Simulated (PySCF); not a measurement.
# C6H9NSi: electronic excitations

What electronic excitations should C6H9NSi (`C#C[SiH2][C@H]1CN1C=C`) show?

Programs: PySCF 2.14.0, with density-fitted response routines of our own. Each step states its level of theory. These are calculated values for one molecule in the gas phase, unless marked as measured. Atoms count from 0, in the outputs and in this text.

### 1 The molecule as given

17 atoms, charge 0, multiplicity 1; geometry from: GFN2-xTB.

Bonds of the start (Å): C0–C1 1.20, C1–Si2 1.85, Si2–C3 1.89, C3–C4 1.49, C4–N5 1.43, N5–C6 1.38, C6–C7 1.33, N5–C3 1.44, C0–H8 1.05, Si2–H9 1.46, Si2–H10 1.47, C3–H11 1.09, C4–H12 1.09, C4–H13 1.08, C6–H14 1.08, C7–H15 1.07, C7–H16 1.08.

### 2 Excited states and response: PBE0/def2-SVPD

Job settings and geometry (Å):

```
{"job": {"kind": "uv", "xc": "PBE0", "basis": "def2-SVPD", "nstates": 8, "ntriplets": 3}, "charge": 0, "multiplicity": 1}
C     -1.671946     2.087724     2.454782
C     -1.783049     1.315960     1.539300
Si    -1.952536     0.126618     0.132307
C     -0.297013    -0.780947    -0.005054
C     -0.027621    -1.742712    -1.107383
N      0.518104    -0.421960    -1.140683
C      1.862166    -0.113941    -1.062075
C      2.391163     0.697050    -0.154881
H     -1.573286     2.764537     3.254865
H     -2.221088     0.847120    -1.112701
H     -3.012652    -0.837232     0.462917
H      0.248262    -0.977810     0.918439
H      0.637620    -2.580112    -0.918278
H     -0.798922    -1.947845    -1.840283
H      2.452877    -0.523465    -1.873569
H      3.425642     0.983042    -0.195918
H      1.795281     1.116005     0.638303
```

Level: TDDFT PBE0/def2-SVPD, vertical, gas phase, core orbitals frozen in the response.

On the command line:

```
$ OMP_NUM_THREADS=1 python probes_run.py task.json out
```

The driver reads the jobs from task.json and runs them one after another.

Predict these results of the whole session: lowest singlet (PBE0/def2-SVPD); brightest single state of those computed; lowest triplet.

**Answer**, as computed:

| quantity | value |
| --- | --- |
| lowest singlet (PBE0/def2-SVPD) | 5.23 eV (237 nm), f = 0.023 |
| brightest single state of those computed | state 6, 6.39 eV, f = 0.098 |
| lowest triplet | 4.00 eV |

What this shows: The first singlet state (HOMO→LUMO 0.97) lies at 5.23 eV and is weak; of the 8 states computed, the strongest absorption comes from state 6 at 6.39 eV. The lowest triplet lies 1.23 eV below the lowest singlet (triplets in Tamm-Dancoff, singlets in full TDDFT). States above −ε(HOMO) lie where TDDFT describes them poorly and they hang on the basis; the brightest is among them.
